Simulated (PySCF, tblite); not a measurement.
# C2H13FOSi4: geometry, infrared bands and NMR shifts

Aim: predict the infrared bands and NMR shifts of C2H13FOSi4 (`FC[Si]([SiH3])([SiH3])CO[SiH3]`).

Programs: tblite 0.8.0 and PySCF 2.14.0, with density-fitted response routines of our own. Each step states its level of theory. These are calculated values for one molecule in the gas phase, unless marked as measured. Atoms count from 0, in the outputs and in this text.

### 1 The starting structure

21 atoms, charge 0, multiplicity 1; geometry from: force field or distance geometry start.

Bonds of the start (Å): F0–C1 1.39, C1–Si2 1.86, Si2–Si3 2.23, Si2–Si4 2.22, Si2–C5 1.87, C5–O6 1.37, O6–Si7 1.70, C1–H8 1.10, C1–H9 1.10, Si3–H10 1.46, Si3–H11 1.45, Si3–H12 1.49, Si4–H13 1.48, Si4–H14 1.46, Si4–H15 1.48, C5–H16 1.09, C5–H17 1.12, Si7–H18 1.46, Si7–H19 1.48, Si7–H20 1.48.

### 2 Optimising the geometry with GFN2-xTB

The job: settings as JSON, then the geometry in Å.

```
{"job": {"kind": "relax", "xc": "GFN2-xTB", "basis": "xTB"}, "charge": 0, "multiplicity": 1}
F     -1.391200    -2.348000     1.460800
C     -0.501500    -1.900600     0.495100
Si    -0.771400    -0.107700     0.082000
Si    -1.399600     1.113700     1.835900
Si    -2.405300     0.017600    -1.421500
C      0.852000     0.566400    -0.542100
O      1.834400    -0.227300    -0.008200
Si     3.434300     0.167600    -0.406000
H     -0.672900    -2.470800    -0.434500
H      0.525900    -1.969300     0.870100
H     -0.665900     2.375400     1.747000
H     -2.817000     1.402200     1.684400
H     -1.170300     0.403300     3.129200
H     -3.556800    -0.725100    -0.856700
H     -2.093600    -0.622200    -2.696900
H     -2.890200     1.401100    -1.635900
H      0.885200     0.683600    -1.627400
H      0.946200     1.589200    -0.095600
H      3.569500     1.030200    -1.575800
H      4.166400     0.744400     0.746200
H      4.112800    -1.106800    -0.750500
```

Command:

```
$ OMP_NUM_THREADS=1 python probes_run.py task.json out
```

One launch serves the whole session: the jobs run in the order shown.

**Question.** This job is followed by: GFN2-xTB harmonic vibrations, gas phase; GIAO PBE0/pcSseg-1 NMR shielding, non-relativistic, gas phase. What will the session give for the following? strongest single infrared mode (GFN2-xTB); zero-point energy (GFN2-xTB); 13C shifts against TMS (PBE0/pcSseg-1); 1H shifts against TMS (PBE0/pcSseg-1, means over atoms taken as alike); 19F shifts against CFCl3 (PBE0/pcSseg-1); 29Si shifts against TMS (PBE0/pcSseg-1, means over atoms taken as alike); 17O shifts against H2O (PBE0/pcSseg-1); surface potential, 1st and 99th percentile.

**Answer**, as computed:

| quantity | value |
| --- | --- |
| strongest single infrared mode (GFN2-xTB) | 2226 cm⁻¹, 450 km/mol |
| zero-point energy (GFN2-xTB) | 82.8 kcal/mol |
| 13C shifts against TMS (PBE0/pcSseg-1) | 83.6, 58.8 ppm |
| 1H shifts against TMS (PBE0/pcSseg-1, means over atoms taken as alike) | 5.30, 4.81, 3.63, 3.62 ppm |
| 19F shifts against CFCl3 (PBE0/pcSseg-1) | -296.3 ppm |
| 29Si shifts against TMS (PBE0/pcSseg-1, means over atoms taken as alike) | -32.2, -43.0, -113.1 ppm |
| 17O shifts against H2O (PBE0/pcSseg-1) | -0.8 ppm |
| surface potential, 1st and 99th percentile | -1.09 V and 1.31 V |

**Reading.** The optimisation took 201 steps and gained 0.966 eV; among the close pairs (by a distance rule), Si2–Si4 changed most, from 2.224 to 2.338 Å. No mode is imaginary among the 57: a minimum at this level. The strongest single mode, at 2226 cm⁻¹, moves mainly H10. Unscaled tight-binding wavenumbers are off by several per cent, some by more. Its intensities can rank the bands wrongly. The most deshielded hydrogen is H8, H9 (mean) (hydrogen on an sp3 CH2 bonded to F and Si), at 5.30 ppm: its carbon carries F, which withdraws density. At PBE0/pcSseg-1: Shielding is most anisotropic at Si7 (span 138 ppm, paramagnetic term -500 ppm). At PBE0/pcSseg-1, counted by nearest atom on the grid, the HOMO lies on O6 21 %; Si2 16 %, the LUMO on Si2 24 %; Si3, Si4 about 13 % each.
